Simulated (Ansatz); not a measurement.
# C: the cost of one run

Program: Ansatz 0.2.0. Level of theory: DFT r2SCAN, scalar-relativistic, plane waves, PAW. These are calculated values, not measurements.

A COD entry behind a cell of this session may itself be a prediction, so a difference from it is no test against experiment.

1 further run of the same task is left out (set aside as unsound or not needed).

## (1) Starting point

It takes space group P6_3/mmc (No. 194, hexagonal). Conventional cell: a = 2.512 Å, b = 2.512 Å, c = 12.392 Å, α = 90.00°, β = 90.00°, γ = 120.00°. Around C (site symmetry 3m) lie 4 C at 1.54 to 1.57 Å. C (site symmetry 3m) is surrounded by 4 C at 1.54 Å.

Structure file:

```
C
1.0
     2.51239    0.00000    0.00000
    -1.25619    2.17579    0.00000
     0.00000    0.00000   12.39177
C
12
Direct
  0.00000 0.00000 0.18683
  0.00000 0.00000 0.68683
  0.00000 0.00000 0.31317
  0.00000 0.00000 0.81317
  0.33333 0.66667 0.52076
  0.66667 0.33333 0.02076
  0.33333 0.66667 0.97924
  0.66667 0.33333 0.47924
  0.33333 0.66667 0.64506
  0.66667 0.33333 0.14506
  0.33333 0.66667 0.85494
  0.66667 0.33333 0.35494
```

This cell was relaxed beforehand with the same method: volume 5.64 Å³/atom, gap on the mesh 4.69 eV.

## (2) The reference: the undisturbed cell on the scan's mesh

The input, input.yaml:

```yaml
crystal:
  lattice:
    - [2.5123860674, 0.0, 0.0]
    - [-1.2561930337, 2.1757901585, 0.0]
    - [0.0, 0.0, 12.3917727075]
  atoms:
    - { symbol: C, position: [0.0, 0.0, 0.186828668] }
    - { symbol: C, position: [0.0, 0.0, 0.686828668] }
    - { symbol: C, position: [0.0, 0.0, 0.313171332] }
    - { symbol: C, position: [0.0, 0.0, 0.813171332] }
    - { symbol: C, position: [0.3333333333, 0.6666666667, 0.5207643645] }
    - { symbol: C, position: [0.6666666667, 0.3333333333, 0.0207643645] }
    - { symbol: C, position: [0.3333333333, 0.6666666667, 0.9792356355] }
    - { symbol: C, position: [0.6666666667, 0.3333333333, 0.4792356355] }
    - { symbol: C, position: [0.3333333333, 0.6666666667, 0.6450550053] }
    - { symbol: C, position: [0.6666666667, 0.3333333333, 0.1450550053] }
    - { symbol: C, position: [0.3333333333, 0.6666666667, 0.8549449947] }
    - { symbol: C, position: [0.6666666667, 0.3333333333, 0.3549449947] }
basis:
  ecutwfc: 500
kpoints:
  mp_grid: { grid: [12, 12, 2] }
hamiltonian:
  xc: r2scan
scf:
  occupations: { method: gaussian, width: 0.05 }
output:
  forces: true
  stress: true
  eigenvalues: true
  write_density: true
  write_potential: true
  elf: true
  volumetric_format: npy
```

The run is started by

```sh
$ ansatz run input.yaml --threads 2 --pin off --max-ram 5120MiB --backend cpu --events-out ev --progress --plain --runs-dir out
```

What time and memory should one allow on 2 threads of Arm Neoverse V2, shared host?

About 7 s, with a peak of 0.5 GiB.
